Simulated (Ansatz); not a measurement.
I need a rigid scan of one bond angle of AsH₅OSi, SMILES O[AsH][SiH3]. Use the Python package of Ansatz (0.2.0). Level of theory (for the species named): PBE, def2-SVP basis, multiplicity 1.

```yaml
atoms:
  - { symbol: O, position_ang: [-1.3278, 0.1353, -1.2525] }
  - { symbol: As, position_ang: [-0.5978, 1.1596, 0.0777] }
  - { symbol: Si, position_ang: [0.5707, -0.6730, 0.8233] }
  - { symbol: H, position_ang: [-1.7706, 0.8617, -1.8257] }
  - { symbol: H, position_ang: [0.5840, 1.6102, -0.8640] }
  - { symbol: H, position_ang: [1.6482, -0.2108, 1.7683] }
  - { symbol: H, position_ang: [1.2534, -1.3557, -0.3023] }
  - { symbol: H, position_ang: [-0.2681, -1.5844, 1.5194] }
```

Script `bend_ash5osi.py`:
```python
"""Energy of AsH5OSi against one bond angle."""

import ansatz as az
from ase import Atoms

atoms = Atoms(["O", "As", "Si", "H", "H", "H", "H", "H"], positions=[
    (-1.3278, 0.1353, -1.2525),
    (-0.5978, 1.1596, 0.0777),
    (0.5707, -0.673, 0.8233),
    (-1.7706, 0.8617, -1.8257),
    (0.584, 1.6102, -0.864),
    (1.6482, -0.2108, 1.7683),
    (1.2534, -1.3557, -0.3023),
    (-0.2681, -1.5844, 1.5194),
])

# relax first, so that the scan starts from a minimum
first = (
    az.Crystal.molecule_from_ase(atoms).calculation()
    .basis(gaussian="def2-SVP")
    .functional("pbe")
    .relax(force_tolerance=0.02, max_steps=80)
)
atoms.positions = first.run(threads=1, pin="off").report["positions_ang"]

rows = []
for angle in [90, 100, 110, 120, 135, 150, 165, 179]:
    bent = atoms.copy()
    bent.set_angle(1, 0, 3, angle, indices=[3])
    model = az.Crystal.molecule_from_ase(bent).calculation().basis(gaussian="def2-SVP").functional("pbe")
    rows.append((angle, model.run(threads=1, pin="off").report["free_energy_ev"]))
floor = min(e for _, e in rows)
for angle, e in rows:
    print(f"angle As1-O0-H3 = {angle:3d} deg   {1000 * (e - floor):9.1f} meV")
```

```console
$ python bend_ash5osi.py
angle As1-O0-H3 =  90 deg       116.2 meV
angle As1-O0-H3 = 100 deg         0.6 meV
angle As1-O0-H3 = 110 deg         0.0 meV
angle As1-O0-H3 = 120 deg        91.6 meV
angle As1-O0-H3 = 135 deg       347.2 meV
angle As1-O0-H3 = 150 deg       655.6 meV
angle As1-O0-H3 = 165 deg       901.6 meV
angle As1-O0-H3 = 179 deg       983.0 meV
```

The scan is rigid, and the energies are electronic, in a modest basis. The zero is the lowest point of the grid, which needn't be the minimum. Hardware and time: 44 s on 1 thread of Arm Neoverse V2, with other jobs on the host, peak memory 0.2 GiB.
